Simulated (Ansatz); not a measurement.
# C₇H₁₃GeNSi: a ladder of functionals and wavefunction methods

An exercise on one series of results from a longer session: the logs are not shown, and one member is left open.

Method: functionals in def2-TZVPP, the program's frozen cores in correlated methods; program: Ansatz 0.2.0, Gaussian basis.

Levels to be run: LDA (SPW92), PBE-D4, revPBE-D4, BLYP-D4, r2SCAN-D4, B97M-V, PBE0-D4, B3LYP-D4, r2SCANh-D4, r2SCAN0-D4, HSE06-D4, BHLYP-D4, CAM-B3LYP-D4, LC-ωPBE, ωB97X-V, ωB97M-V, B2PLYP, PBE-QIDH; CCSD(T)/def2-SVP; CCSD(T)/def2-TZVPP; MP2/def2-QZVPP; extrapolation to the limit; RPA on PBE.

## The geometry

All runs share one geometry, relaxed beforehand with PBE0-D4 in a triple-zeta def2 set.

SMILES `C[SiH2][N]([GeH3])c1ccccc1`, 23 atoms, charge 0, spin multiplicity 1.

Atoms are counted from 1 here; the program's logs count them from 0.

Bond lengths: C1–Si2 1.863 Å, C1–H11 1.092 Å, C1–H12 1.093 Å, C1–H13 1.092 Å, Si2–N3 1.742 Å, Si2–H14 1.492 Å, Si2–H15 1.486 Å, N3–Ge4 1.857 Å, N3–C5 1.402 Å, Ge4–H16 1.532 Å, Ge4–H17 1.542 Å, Ge4–H18 1.536 Å, C5–C6 1.399 Å, C5–C10 1.397 Å, C6–C7 1.384 Å, C6–H19 1.085 Å, C7–C8 1.387 Å, C7–H20 1.084 Å and more. Angles: Si2–C1–H11 111.4°, Si2–C1–H12 110.1°, Si2–C1–H13 110.6°, H11–C1–H12 108.1°, H11–C1–H13 108.1°, H12–C1–H13 108.4°, C1–Si2–N3 111.9°, C1–Si2–H14 109.3°, C1–Si2–H15 110.7°, N3–Si2–H14 112.1°, N3–Si2–H15 105.3°, H14–Si2–H15 107.6°, Si2–N3–Ge4 121.1°, Si2–N3–C5 120.5°, Ge4–N3–C5 118.4°, N3–Ge4–H16 106.8°, N3–Ge4–H17 111.1°, N3–Ge4–H18 107.7° and more.

The first run:

in.yaml reads:

```yaml
crystal:
  periodic: [false, false, false]
  atoms:
    - {symbol: C, position_ang: [2.340724, -1.637961, 0.424543]}
    - {symbol: Si, position_ang: [2.222104, 0.218552, 0.316153]}
    - {symbol: N, position_ang: [0.593966, 0.780552, 0.576623]}
    - {symbol: Ge, position_ang: [0.213923, 2.050774, 1.876890]}
    - {symbol: C, position_ang: [-0.468884, 0.254849, -0.171971]}
    - {symbol: C, position_ang: [-0.261451, -0.219659, -1.471324]}
    - {symbol: C, position_ang: [-1.303381, -0.752646, -2.210011]}
    - {symbol: C, position_ang: [-2.584742, -0.817253, -1.683260]}
    - {symbol: C, position_ang: [-2.804582, -0.342098, -0.399872]}
    - {symbol: C, position_ang: [-1.763578, 0.180805, 0.348797]}
    - {symbol: H, position_ang: [1.708439, -2.122021, -0.322390]}
    - {symbol: H, position_ang: [3.372332, -1.959219, 0.257231]}
    - {symbol: H, position_ang: [2.027922, -1.985932, 1.411568]}
    - {symbol: H, position_ang: [2.767374, 0.670533, -0.997265]}
    - {symbol: H, position_ang: [3.032760, 0.859415, 1.384379]}
    - {symbol: H, position_ang: [1.530322, 2.768239, 2.193967]}
    - {symbol: H, position_ang: [-0.341454, 1.389971, 3.154229]}
    - {symbol: H, position_ang: [-0.835507, 3.012019, 1.299736]}
    - {symbol: H, position_ang: [0.724886, -0.146371, -1.917074]}
    - {symbol: H, position_ang: [-1.110368, -1.110411, -3.215316]}
    - {symbol: H, position_ang: [-3.399823, -1.229567, -2.265380]}
    - {symbol: H, position_ang: [-3.797732, -0.385344, 0.033177]}
    - {symbol: H, position_ang: [-1.958550, 0.515669, 1.362171]}
basis:
  gaussian: {orbitals: def2-TZVPP}
hamiltonian: {xc: lda}
output: {orbitals: {seedname: orbitals}}
```

Among the steps run: LDA; PBE-D4 (GGA); revPBE-D4 (GGA); BLYP-D4 (GGA); r2SCAN-D4 (meta-GGA); B97M-V (meta-GGA); PBE0-D4 (hybrid); B3LYP-D4 (hybrid); r2SCANh-D4 (hybrid); r2SCAN0-D4 (hybrid); HSE06-D4 (hybrid); BHLYP-D4 (hybrid); CAM-B3LYP-D4 (range-separated); LC-ωPBE (range-separated); ωB97X-V (range-separated); ωB97M-V (range-separated); B2PLYP (double hybrid); PBE-QIDH (double hybrid).

One of the session's tables, all rows but one given; the rest of the session is left out.

It belongs to the step «Frontier levels by functional». 

```
  functional  HOMO (eV)  gap (eV)
 LDA (SPW92)          ?         ?
      PBE-D4      -5.14      3.98
   revPBE-D4      -5.07      4.01
     BLYP-D4      -4.97      3.97
   r2SCAN-D4      -5.31      4.32
      B97M-V      -5.37      4.41
     PBE0-D4      -6.14      5.86
    B3LYP-D4      -5.93      5.48
  r2SCANh-D4      -5.69      5.02
  r2SCAN0-D4      -6.26      6.08
    HSE06-D4      -5.75      5.10
    BHLYP-D4      -6.97      7.71
CAM-B3LYP-D4      -7.31      8.12
     LC-ωPBE      -8.55     10.37
     ωB97X-V      -8.24     10.03
     ωB97M-V      -8.18      9.86
```

Q: Estimate the row for LDA (SPW92) from the others.

**Answer.** HOMO (eV): -5.31; gap (eV): 3.90.
